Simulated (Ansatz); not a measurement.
# CH₃BFN (SMILES N=CBF): functionals against CCSD(T) at one geometry

The task here is to estimate one member of a computed series from the others.

Program: Ansatz 0.2.0, Gaussian basis. Level of theory: single points in def2-TZVPP. These are calculated values, not measurements.

Cores are frozen in the correlated methods.

## The system as given

7 atoms, charge 0, spin multiplicity 1.

Atoms are counted from 1 here; the program's logs count them from 0.

Bond lengths: N1–C2 1.281 Å, N1–H5 1.045 Å, C2–B3 1.588 Å, C2–H6 1.102 Å, B3–F4 1.258 Å, B3–H7 1.208 Å. Angles: C2–N1–H5 113.2°, N1–C2–B3 127.3°, N1–C2–H6 109.4°, B3–C2–H6 123.3°, C2–B3–F4 116.2°, C2–B3–H7 120.5°, F4–B3–H7 123.2°.

Geometry (Å):

| atom | x (Å) | y (Å) | z (Å) |
| --- | --- | --- | --- |
| N1 | 0.4906 | 1.0402 | -1.0391 |
| C2 | -0.1098 | 0.6627 | 0.0277 |
| B3 | -0.2198 | -0.8156 | 0.5970 |
| F4 | 0.2756 | -1.7245 | -0.1177 |
| H5 | 0.8901 | 0.2462 | -1.5890 |
| H6 | -0.5002 | 1.5456 | 0.5590 |
| H7 | -0.7984 | -1.0310 | 1.6357 |

The first run:

File run/in.yaml:

```yaml
crystal:
  periodic: [false, false, false]
  atoms:
    - {symbol: N, position_ang: [0.490600, 1.040200, -1.039100]}
    - {symbol: C, position_ang: [-0.109800, 0.662700, 0.027700]}
    - {symbol: B, position_ang: [-0.219800, -0.815600, 0.597000]}
    - {symbol: F, position_ang: [0.275600, -1.724500, -0.117700]}
    - {symbol: H, position_ang: [0.890100, 0.246200, -1.589000]}
    - {symbol: H, position_ang: [-0.500200, 1.545600, 0.559000]}
    - {symbol: H, position_ang: [-0.798400, -1.031000, 1.635700]}
basis:
  gaussian: {orbitals: def2-TZVPP}
correlation: {method: ccsd_t}
output: {forces: true}
```

The command line of these runs was not kept.

Among the steps run: CCSD(T)/def2-TZVPP; PBE0-D4/def2-TZVPP; wB97M-V/def2-TZVPP; r2SCAN-D4/def2-TZVPP; PBE-D4/def2-TZVPP; CAM-B3LYP-D4/def2-TZVPP; BLYP-D4/def2-TZVPP.

One table of the session follows, with a row left open; its other results are not shown here.

```
      method  RMS force component (eV/Å)  angle to CCSD(T) forces (°)  dipole (D)
     CCSD(T)                       1.227                    reference        1.56
     PBE0-D4                       1.123                         15.5        1.51
     wB97M-V                       1.193                         14.7        1.58
   r2SCAN-D4                       1.158                         10.2        1.46
      PBE-D4                       1.244                          9.5        1.41
CAM-B3LYP-D4                       1.147                         18.5        1.61
     BLYP-D4                           ?                            ?           ?
```

Q: Estimate the row for BLYP-D4 from the others.

As computed: RMS force component (eV/Å): 1.303; angle to CCSD(T) forces (°): 7.9; dipole (D): 1.44. In the column «RMS force component (eV/Å)» it is the highest.
